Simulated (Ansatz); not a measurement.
# ZrZn6In3N5O5: the cost of one run

Method: DFT PBE, scalar-relativistic, plane waves, PAW, in Ansatz 0.2.0.

1 further run of the same task is left out (it didn't finish). Runs told in other sessions of the task aren't counted.

## 1. The structure to begin with

The cell holds 20 atoms (In3N5O5Zn6Zr): a = 5.339 Å, b = 5.708 Å, c = 8.719 Å, α = 109.11°, β = 90.00°, γ = 90.00°.

The sites of an ideal wurtzite lattice, at a guessed lattice constant, take 6 Zn, 1 Zr, 3 In; 5 O, 5 N (sublattices apart by semicolons), with a shake of 0.02 Å. Warren-Cowley parameters of the first shell (negative: unlike neighbours preferred): In-Zn -0.07, In-Zr +0.72, Zn-Zr -0.53. In a cell this small the draw can fall short of the order aimed at.

The coordinates stand in the first input below.

## 2. Relaxing on a coarse mesh

A cheap relaxation: coarse mesh, no symmetry, loose thresholds.

Input file input.yaml:

```yaml
crystal:
  lattice:
    - [0.0, 0.0, 5.33853828]
    - [0.0, 5.70778982, 0.0]
    - [-8.238485, -2.85389491, 0.0]
  atoms:
    - { symbol: "N", position: [0.3808558873, 0.7273231232, 0.8010756662] }
    - { symbol: "N", position: [0.3793578323, 0.5378686388, 0.4007036774] }
    - { symbol: "N", position: [0.3754729705, 0.9322206682, 0.2004859595] }
    - { symbol: "N", position: [0.8822081514, 0.4639392681, 0.5992597144] }
    - { symbol: "N", position: [0.8796842529, 0.0687386489, 0.8000048923] }
    - { symbol: O, position: [0.3743472885, 0.1324425426, 0.6067123832] }
    - { symbol: O, position: [0.3801223276, 0.3358454973, 0.0012286353] }
    - { symbol: O, position: [0.8830156551, 0.2528719456, 0.1954851714] }
    - { symbol: O, position: [0.8803903153, 0.8611541662, 0.397936593] }
    - { symbol: O, position: [0.8772620755, 0.6714575444, 0.0040351364] }
    - { symbol: Zn, position: [0.9986168871, 0.7359426241, 0.7989374644] }
    - { symbol: Zn, position: [0.0070992883, 0.53164742, 0.3996987546] }
    - { symbol: Zn, position: [0.0006681818, 0.1327949498, 0.6016053939] }
    - { symbol: Zn, position: [0.497313919, 0.8679299826, 0.3982924649] }
    - { symbol: Zn, position: [0.4957924862, 0.0650613381, 0.8004018277] }
    - { symbol: Zn, position: [0.5069647583, 0.6665635579, 0.0010260774] }
    - { symbol: Zr, position: [0.4979440697, 0.4690015154, 0.5981872389] }
    - { symbol: In, position: [0.0040698781, 0.3300474951, 0.9929885227] }
    - { symbol: In, position: [0.997522248, 0.9383578275, 0.1995166326] }
    - { symbol: In, position: [0.5079722361, 0.2689037171, 0.1967004966] }
  symmetry: { detect: false }
basis:
  ecutwfc: 420
kpoints:
  mp_grid: { grid: [2, 2, 2], shift: [0.5, 0.5, 0.5] }
hamiltonian:
  xc: pbe
scf:
  occupations: { method: gaussian, width: 0.1 }
  lower_state_search: "off"
output:
  forces: true
  stress: true
  eigenvalues: true
relax:
  adjacent_minimum: "off"
  f_tol: 0.04
  max_steps: 50
  cell: { stress_tol: 0.3 }
```

The run is started by

```sh
ansatz run input.yaml --threads 4 --pin off --max-ram 9216MiB --backend cpu --events-out ev --progress --plain --runs-dir out
```

**Question.** How long does this run take on 4 threads of Arm Neoverse V2, shared host, and how much memory does it need?

About 47 s, with a peak of 0.91 GiB.
